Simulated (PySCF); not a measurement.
# C₃H₁₀N₂Si: a tour of settings

Which settings matter for C₃H₁₀N₂Si (`C=N[Si@@H](C)NC`), and how do bad ones show?

Programs: PySCF 2.14.0, with density-fitted response routines of our own. Each step states its level of theory. These are calculated values for one molecule, in the gas phase or a continuum, unless marked as measured. Atoms are numbered from 0 throughout.

**1. Starting geometry**

16 atoms, charge 0, multiplicity 1; geometry from: GFN2-xTB.

Bonds of the start (Å): C0–N1 1.24, N1–Si2 1.73, Si2–C3 1.91, Si2–N4 1.72, N4–C5 1.44, C0–H6 1.09, C0–H7 1.09, Si2–H8 1.47, C3–H9 1.09, C3–H10 1.09, C3–H11 1.09, N4–H12 1.01, C5–H13 1.09, C5–H14 1.10, C5–H15 1.09.

**2. Shielding tensors: PBE0/pcSseg-1**

Job settings and geometry (Å):

```
{"job": {"kind": "nmr", "xc": "PBE0", "basis": "pcSseg-1"}, "charge": 0, "multiplicity": 1}
C      2.610116    -1.261732    -0.326735
N      1.430369    -0.896184    -0.478609
Si     0.381350     0.087615     0.485579
C      0.265634     1.751159    -0.436445
N     -1.052852    -0.860925     0.522854
C     -2.312865    -0.348862     0.998461
H      3.090717    -1.853707    -1.103345
H      3.230849    -1.037907     0.546666
H      0.752276     0.331373     1.888547
H     -0.547031     2.350435    -0.036467
H      1.178285     2.332465    -0.347123
H      0.074244     1.600565    -1.495225
H     -1.173936    -1.549958    -0.203470
H     -2.126924     0.315299     1.839572
H     -2.857357     0.217305     0.232973
H     -2.950473    -1.167998     1.337549
```

Level: GIAO PBE0/pcSseg-1 NMR shielding, non-relativistic, gas phase.

Launch:

```console
> OMP_NUM_THREADS=1 python probes_run.py task.json out
```

This one command runs all jobs of the session in turn.

The log of the run:

```text
coarse grid: 13208 points
cycle   1  E = -518.8030491600  dE =  5.018e-01  |g| = 5.780e-01  |ddm| = 3.456e+00
cycle   2  E = -518.7108740578  dE =  9.218e-02  |g| = 8.635e-01  |ddm| = 1.264e+00
cycle   3  E = -518.8781167918  dE = -1.672e-01  |g| = 1.419e-01  |ddm| = 8.233e-01
cycle   4  E = -518.8823594340  dE = -4.243e-03  |g| = 3.861e-02  |ddm| = 1.112e-01
cycle   5  E = -518.8826570688  dE = -2.976e-04  |g| = 1.177e-02  |ddm| = 3.564e-02
cycle   6  E = -518.8826843780  dE = -2.731e-05  |g| = 3.382e-03  |ddm| = 1.193e-02
cycle   7  E = -518.8826868650  dE = -2.487e-06  |g| = 5.047e-04  |ddm| = 3.172e-03
final grid: 121256 points
cycle   8  E = -518.9130671995  dE = -2.692e-05  |g| = 8.046e-03  |ddm| = 1.948e-02
cycle   9  E = -518.9130617183  dE =  5.481e-06  |g| = 9.473e-03  |ddm| = 1.496e-02
cycle  10  E = -518.9130826544  dE = -2.094e-05  |g| = 1.240e-03  |ddm| = 8.276e-03
cycle  11  E = -518.9130829687  dE = -3.143e-07  |g| = 3.330e-04  |ddm| = 9.447e-04
cycle  12  E = -518.9130829904  dE = -2.171e-08  |g| = 1.017e-04  |ddm| = 2.910e-04
cycle  13  E = -518.9130829925  dE = -2.063e-09  |g| = 3.088e-05  |ddm| = 1.022e-04
cycle  14  E = -518.9130829926  dE = -1.912e-10  |g| = 6.285e-06  |ddm| = 3.040e-05
converged SCF energy = -518.9130829926

GIAO shielding tensors (ppm)
atom      isotropic    diamagn.    paramagn.     s11        s22        s33       span
  0 C       16.564     251.315    -234.751    -77.969      0.147    127.514    205.484
  1 N     -161.843     333.652    -495.495   -560.094   -196.030    270.595    830.689
  2 Si     366.704     882.860    -516.155    318.909    364.985    416.220     97.311
  3 C      186.149     257.103     -70.954    180.344    184.045    194.057     13.713
  4 N      248.778     325.373     -76.595    208.059    250.683    287.592     79.533
  5 C      157.506     242.290     -84.784    132.506    154.449    185.563     53.057
  6 H       23.173      28.522      -5.349     21.758     23.037     24.724      2.966
  7 H       22.954      29.378      -6.424     20.935     21.926     26.002      5.066
  8 H       26.471      31.212      -4.741     22.464     25.327     31.621      9.156
  9 H       31.470      32.258      -0.788     27.298     29.965     37.148      9.850
 10 H       31.933      31.337       0.596     28.090     28.781     38.928     10.838
 11 H       31.501      32.854      -1.353     27.721     28.752     38.031     10.310
 12 H       31.543      34.867      -3.324     22.533     29.913     42.181     19.648
 13 H       29.171      29.130       0.040     25.507     27.174     34.831      9.324
 14 H       28.799      29.065      -0.267     23.496     27.268     35.632     12.136
 15 H       28.803      27.163       1.640     23.556     26.759     36.094     12.538
```

Wall time 66 s (1 thread, shared host).

Shifts follow as δ = σ(reference) − σ, with reference shieldings (ppm) from runs at the same level and on the same kind of geometry: 1H TMS 31.72, 13C TMS 186.9, 29Si TMS 349.2, 15N NH3 267.7. The references are single molecules in the gas phase, so shifts against H2O, NH3, PH3, H3PO4 or CFCl3 are not on the usual liquid scales and can be off by tens of ppm. Atoms listed in one row are averaged.

```csv
atoms,environment,σ (ppm),δ (ppm),δ scaled to CDCl3
C0,C=N carbon,16.6,170.4,164.4
C5,methyl carbon bonded to N,157.5,29.4,26.8
C3,methyl carbon bonded to Si,186.1,0.8,-1.2
H7,hydrogen on a C=N carbon,22.95,8.76,8.37
H6,hydrogen on a C=N carbon,23.17,8.54,8.16
H8,"hydrogen on a silicon bonded to C, 2 N",26.47,5.25,–
"H13, H14, H15",hydrogen on a methyl carbon bonded to N,28.92,2.79,2.74
H12,"hydrogen on a nitrogen bonded to C, Si",31.54,0.17,–
"H9, H10, H11",hydrogen on a methyl carbon bonded to Si,31.63,0.08,0.18
N1,imine nitrogen,-161.8,429.6,–
N4,"nitrogen bonded to C, Si, H",248.8,19.0,–
Si2,"silicon bonded to C, 2 N, H",366.7,-17.5,–
```

The scaled column applies a straight-line fit of computed shieldings to shifts measured in CDCl3 (root-mean-square error 0.16 ppm for H, 1.9 ppm for C).

Charges from the same density, by scheme (e):

```
atoms  Mulliken    IAO  Hirshfeld  ESP fit
   C0      0.05  -0.07       0.03     0.31
   N1     -0.56  -0.52      -0.23    -0.71
  Si2      0.94   1.14       0.41     1.03
   C3     -0.64  -0.75      -0.22    -0.56
   N4     -0.68  -0.69      -0.25    -0.77
   C5     -0.10  -0.30      -0.07    -0.07
```

Mayer bond orders: C0–N1 1.99, N1–Si2 0.94, Si2–C3 0.91, Si2–N4 1.03, N4–C5 0.98.

**3. Excited states and response: PBE0/def2-SVPD**

The job, as its differences from that of step 2:

```diff
@@ -1,2 +1,2 @@
-{"job": {"kind": "nmr", "xc": "PBE0", "basis": "pcSseg-1"}, "charge": 0, "multiplicity": 1}
+{"job": {"kind": "uv", "xc": "PBE0", "basis": "def2-SVPD", "nstates": 6, "ntriplets": 2}, "charge": 0, "multiplicity": 1}
 C      2.610116    -1.261732    -0.326735
```

Level: TDDFT PBE0/def2-SVPD, vertical, gas phase, core orbitals frozen in the response.

The log of the run:

```text
coarse grid: 13208 points
cycle   1  E = -518.5733442360  dE =  4.527e-01  |g| = 5.538e-01  |ddm| = 5.429e+00
cycle   2  E = -518.4767048654  dE =  9.664e-02  |g| = 8.502e-01  |ddm| = 2.198e+00
cycle   3  E = -518.6447260024  dE = -1.680e-01  |g| = 1.367e-01  |ddm| = 1.417e+00
cycle   4  E = -518.6488204237  dE = -4.094e-03  |g| = 3.839e-02  |ddm| = 2.108e-01
cycle   5  E = -518.6491229159  dE = -3.025e-04  |g| = 1.238e-02  |ddm| = 6.076e-02
cycle   6  E = -518.6491559654  dE = -3.305e-05  |g| = 3.148e-03  |ddm| = 1.868e-02
cycle   7  E = -518.6491582416  dE = -2.276e-06  |g| = 5.379e-04  |ddm| = 6.314e-03
final grid: 121256 points
cycle   8  E = -518.7093377511  dE = -2.760e-05  |g| = 7.780e-03  |ddm| = 8.344e-02
cycle   9  E = -518.7093316533  dE =  6.098e-06  |g| = 9.340e-03  |ddm| = 2.379e-02
cycle  10  E = -518.7093527525  dE = -2.110e-05  |g| = 1.345e-03  |ddm| = 1.294e-02
cycle  11  E = -518.7093531523  dE = -3.998e-07  |g| = 2.641e-04  |ddm| = 1.894e-03
cycle  12  E = -518.7093531659  dE = -1.361e-08  |g| = 1.070e-04  |ddm| = 5.506e-04
cycle  13  E = -518.7093531684  dE = -2.471e-09  |g| = 2.610e-05  |ddm| = 1.672e-04
cycle  14  E = -518.7093531686  dE = -1.548e-10  |g| = 6.069e-06  |ddm| = 5.805e-05
converged SCF energy = -518.7093531686

Static polarisability (au): isotropic 79.680, principal 68.274 73.302 97.464

Singlet excitations
state   eV       nm        f      main configurations
  1   4.0719    304.5   0.00008   H-1->L 0.84, H->L 0.15
  2   4.7497    261.0   0.00256   H->L 0.84, H-1->L 0.15
  3   5.9037    210.0   0.00587   H->L+1 0.92
  4   6.3638    194.8   0.00548   H->L+2 0.83, H-1->L+2 0.09
  5   6.5779    188.5   0.02076   H-1->L+2 0.78, H-1->L+1 0.09
  6   6.8195    181.8   0.01034   H->L+3 0.62, H-1->L+1 0.23

Triplet excitations (Tamm-Dancoff, eV): 3.4173 4.6571
```

Wall time 96 s (1 thread, shared host).

Frontier orbitals and where they lie:

| orbital | eV | atoms |
| --- | --- | --- |
| HOMO−3 | -9.55 | N4 20 %, Si2 15 %, N1 12 % |
| HOMO−2 | -8.82 | C3 28 %, Si2 19 %, N1 13 % |
| HOMO−1 | -6.94 | N1 53 %, C0 16 %, Si2 10 % |
| HOMO | -6.48 | N4 55 %, C5 11 %, Si2 7 % |
| LUMO | -0.72 | C0 42 %, N1 35 %, H7 7 % |
| LUMO+1 | 0.74 | C5 23 %, Si2 14 %, C3 9 % |
| LUMO+2 | 0.91 | C0 30 %, Si2 19 %, H7 13 % |

With each of the 6 states as a Gaussian band of 0.4 eV half-width at 1/e, the curve within the window shown has maxima at 261 nm (ε 100), 188 nm (ε 1,300) L/(mol cm). Beyond the last state computed it falls off for lack of states. The curve at chosen wavelengths:

nm, ε (L/mol/cm) and a bar:
```
      174        379 #########
      181       1010 #######################
      189       1301 ##############################
      196        944 ######################
      203        553 #############
      210        345 ########
      218        194 ####
      225         95 ##
      232         45 #
      240         43 #
      247         68 ##
      254         94 ##
      261        104 ##
      269         92 ##
      276         69 ##
      283         46 #
      290         28 #
      298         15 
      305          9 
      312          5 
      320          3 
      327          2 
      334          2 
      341          1 
      349          1 
      356          0
```

Ground-state properties from the same run:

| property | computed |
| --- | --- |
| dipole moment (D) | 0.38 |
| polarisability (Å³) | 11.81 |
| HOMO–LUMO gap (eV) | 5.76 |
| −ε(HOMO) (eV) | 6.48 |

**4. NMR shieldings: PBE0/pcseg-1 in acetone**

The job, as its differences from that of step 3:

```diff
@@ -1,2 +1,2 @@
-{"job": {"kind": "uv", "xc": "PBE0", "basis": "def2-SVPD", "nstates": 6, "ntriplets": 2}, "charge": 0, "multiplicity": 1}
+{"job": {"kind": "nmr", "xc": "PBE0", "basis": "pcseg-1", "solvent": "acetone", "pop": false, "scf": {"level_shift": 0.3}}, "charge": 0, "multiplicity": 1}
 C      2.610116    -1.261732    -0.326735
```

Level: GIAO PBE0/pcseg-1 NMR shielding, non-relativistic, IEF-PCM acetone.

The log of the run:

```text
final grid: 121256 points
cycle   1  E = -518.8216541457  dE =  4.971e-01  |g| = 5.272e-01  |ddm| = 3.745e+00
cycle   2  E = -518.8614666255  dE = -3.981e-02  |g| = 4.239e-01  |ddm| = 7.326e-01
cycle   3  E = -518.8958774647  dE = -3.441e-02  |g| = 9.098e-02  |ddm| = 2.412e-01
cycle   4  E = -518.8977757567  dE = -1.898e-03  |g| = 2.490e-02  |ddm| = 8.351e-02
cycle   5  E = -518.8979490418  dE = -1.733e-04  |g| = 5.355e-03  |ddm| = 3.374e-02
cycle   6  E = -518.8979615613  dE = -1.252e-05  |g| = 2.403e-03  |ddm| = 1.305e-02
cycle   7  E = -518.8979643195  dE = -2.758e-06  |g| = 9.553e-04  |ddm| = 6.169e-03
cycle   8  E = -518.8979649269  dE = -6.075e-07  |g| = 3.730e-04  |ddm| = 3.151e-03
cycle   9  E = -518.8979650787  dE = -1.518e-07  |g| = 1.885e-04  |ddm| = 1.625e-03
cycle  10  E = -518.8979651199  dE = -4.116e-08  |g| = 8.868e-05  |ddm| = 8.288e-04
cycle  11  E = -518.8979651306  dE = -1.070e-08  |g| = 4.595e-05  |ddm| = 4.076e-04
cycle  12  E = -518.8979651334  dE = -2.859e-09  |g| = 2.491e-05  |ddm| = 1.992e-04
cycle  13  E = -518.8979651343  dE = -8.245e-10  |g| = 1.423e-05  |ddm| = 1.008e-04
level shift removed, Fock matrix diagonalised once more
converged SCF energy = -518.8979651343

GIAO shielding tensors (ppm)
atom      isotropic    diamagn.    paramagn.     s11        s22        s33       span
  0 C       22.903     252.391    -229.488    -63.972     -9.174    141.855    205.827
  1 N     -119.555     331.085    -450.640   -468.398   -160.372    270.105    738.503
  2 Si     356.545     883.583    -527.038    309.337    358.690    401.607     92.270
  3 C      196.015     255.418     -59.404    189.990    193.414    204.641     14.651
  4 N      253.304     324.546     -71.242    216.551    260.281    283.079     66.528
  5 C      166.968     241.930     -74.962    142.647    161.734    196.523     53.876
  6 H       23.191      28.349      -5.158     21.845     22.922     24.806      2.961
  7 H       22.972      29.388      -6.416     21.085     21.825     26.007      4.922
  8 H       26.703      31.895      -5.192     22.826     25.407     31.876      9.051
  9 H       31.412      31.949      -0.538     26.987     29.815     37.433     10.446
 10 H       31.877      31.122       0.755     27.772     28.743     39.118     11.346
 11 H       31.640      32.569      -0.929     27.677     28.900     38.344     10.667
 12 H       31.442      34.651      -3.209     22.516     29.637     42.174     19.658
 13 H       29.154      28.942       0.212     25.338     27.249     34.874      9.535
 14 H       28.871      28.794       0.077     23.506     27.356     35.751     12.244
 15 H       28.876      26.977       1.900     23.664     26.765     36.200     12.536
```

It took 61 s on 1 thread, shared host.

Key values: σ C0 22.9, C5 167.0, C3 196.0, N1 -119.6, H7 22.97, H6 23.19 ppm.

**5. Spin-spin couplings: PBE00/aug-pcSseg-1**

The job, as its differences from that of step 4:

```diff
@@ -1,2 +1,2 @@
-{"job": {"kind": "nmr", "xc": "PBE0", "basis": "pcseg-1", "solvent": "acetone", "pop": false, "scf": {"level_shift": 0.3}}, "charge": 0, "multiplicity": 1}
+{"job": {"kind": "j", "xc": "PBE00", "basis": "aug-pcSseg-1", "scf": {"guess": "random", "max_cycle": 83}}, "charge": 0, "multiplicity": 1}
 C      2.610116    -1.261732    -0.326735
```

With the program's defaults for keys left out, this is: PBE00/aug-pcSseg-1.

The log of the run:

```text
KeyError: "LibXCFunctional: name 'PBE00' not found."
```

It took 1.5 s on 1 thread, shared host.

Why it failed: No functional is called PBE00: the name is misspelt. The remedy is to type the name correctly.

**6. TDDFT and polarisability: mPW1PW91/def2-SVPD**

The job, as its differences from that of step 5:

```diff
@@ -1,2 +1,2 @@
-{"job": {"kind": "j", "xc": "PBE00", "basis": "aug-pcSseg-1", "scf": {"guess": "random", "max_cycle": 83}}, "charge": 0, "multiplicity": 1}
+{"job": {"kind": "uv", "xc": "mPW1PW91", "basis": "def2-SVPD", "nstates": 6, "ntriplets": 2, "tda": false, "scf": {"aux": "cc-pvdz-ri", "max_cycle": 98}}, "charge": 0, "multiplicity": 1}
 C      2.610116    -1.261732    -0.326735
```

Method: TDDFT mPW1PW91/def2-SVPD, vertical, gas phase, core orbitals frozen in the response.

The log of the run:

```text
final grid: 121256 points
cycle   1  E = -519.0037953089  dE =  4.536e-01  |g| = 5.601e-01  |ddm| = 5.450e+00
cycle   2  E = -518.9056584840  dE =  9.814e-02  |g| = 8.576e-01  |ddm| = 2.356e+00
cycle   3  E = -519.0765988704  dE = -1.709e-01  |g| = 1.371e-01  |ddm| = 1.536e+00
cycle   4  E = -519.0807324741  dE = -4.134e-03  |g| = 3.910e-02  |ddm| = 2.133e-01
cycle   5  E = -519.0810465704  dE = -3.141e-04  |g| = 1.261e-02  |ddm| = 6.913e-02
cycle   6  E = -519.0810810326  dE = -3.446e-05  |g| = 3.157e-03  |ddm| = 1.899e-02
cycle   7  E = -519.0810833286  dE = -2.296e-06  |g| = 5.411e-04  |ddm| = 6.437e-03
cycle   8  E = -519.0810833951  dE = -6.646e-08  |g| = 2.011e-04  |ddm| = 1.194e-03
cycle   9  E = -519.0810834049  dE = -9.755e-09  |g| = 4.630e-05  |ddm| = 3.550e-04
cycle  10  E = -519.0810834054  dE = -5.499e-10  |g| = 9.526e-06  |ddm| = 1.100e-04
converged SCF energy = -519.0810834054

Static polarisability (au): isotropic 79.250, principal 67.825 72.986 96.940

Singlet excitations
state   eV       nm        f      main configurations
  1   4.0940    302.8   0.00008   H-1->L 0.84, H->L 0.15
  2   4.7838    259.2   0.00258   H->L 0.84, H-1->L 0.15
  3   5.9412    208.7   0.00591   H->L+1 0.90
  4   6.3985    193.8   0.00490   H->L+2 0.82, H-1->L+2 0.08
  5   6.6248    187.2   0.01635   H-1->L+2 0.86
  6   6.8520    180.9   0.03117   H-1->L+1 0.88

Triplet excitations (Tamm-Dancoff, eV): 3.4428 4.6912
```

Run time: 82 s. Hardware: 1 thread, shared host.

A normal end doesn't make this result sound: the fitting basis cc-pvdz-ri is not made for Coulomb and exchange fitting here. Its HOMO lies at -6.51 eV, against -6.48 eV in step 3 (PBE0/def2-SVPD), a different level, so the two don't compare directly.

**7. Run by run: NMR shifts**

Isotropic shieldings (ppm) of some atoms, chosen among heavy atoms and hydrogens apart, with basis size and wall time:

| run | C0 | C5 | C3 | H8 | H12 | N1 | Si2 | functions | time |
| --- | --- | --- | --- | --- | --- | --- | --- | --- | --- |
| PBE0/pcSseg-1 | 16.6 | 157.5 | 186.1 | 26.47 | 31.54 | -161.8 | 366.7 | 159 | 66 s |
| PBE0/pcseg-1 in acetone | 22.9 | 167.0 | 196.0 | 26.70 | 31.44 | -119.6 | 356.5 | 138 | 61 s |

**8. What came out**

| quantity | value |
| --- | --- |
| 13C shifts against TMS (PBE0/pcSseg-1) | 170.4, 29.4, 0.8 ppm |
| 1H shifts against TMS (PBE0/pcSseg-1, means over atoms taken as alike) | 8.76, 8.54, 5.25, 2.79, 0.17, 0.08 ppm |
| 15N shifts against NH3 (PBE0/pcSseg-1) | 429.6, 19.0 ppm |
| 29Si shifts against TMS (PBE0/pcSseg-1) | -17.5 ppm |
| lowest singlet (PBE0/def2-SVPD) | 4.07 eV (304 nm), f = 0.000 |
| brightest single state of those computed | state 5, 6.58 eV, f = 0.021 |
| lowest triplet | 3.42 eV |
| range of the shielding of N1 | -161.8 to -119.6 ppm |
| property runs in this session | 5, of which 1 failed and 1 gave unsound results |

In words: Single values in the summary come from the first run of each kind that ended normally (PBE0/pcSseg-1; PBE0/def2-SVPD), which need not be the best level. At PBE0/pcSseg-1: The widest tensor belongs to N1: span 831 ppm, with a paramagnetic part of -495 ppm. The lowest singlet, at 4.07 eV, is HOMO−1→LUMO 0.84, HOMO→LUMO 0.15 and is dark; of the 6 states computed, the strongest absorption comes from state 5 at 6.58 eV. The lowest triplet lies 0.65 eV below the lowest singlet (triplets in Tamm-Dancoff, singlets in full TDDFT). States above −ε(HOMO) lie where TDDFT describes them poorly and they hang on the basis; the brightest is among them. Across the 2 runs the shielding of N1 moves most, between -161.8 (PBE0/pcSseg-1) and -119.6 ppm (PBE0/pcseg-1 in acetone).
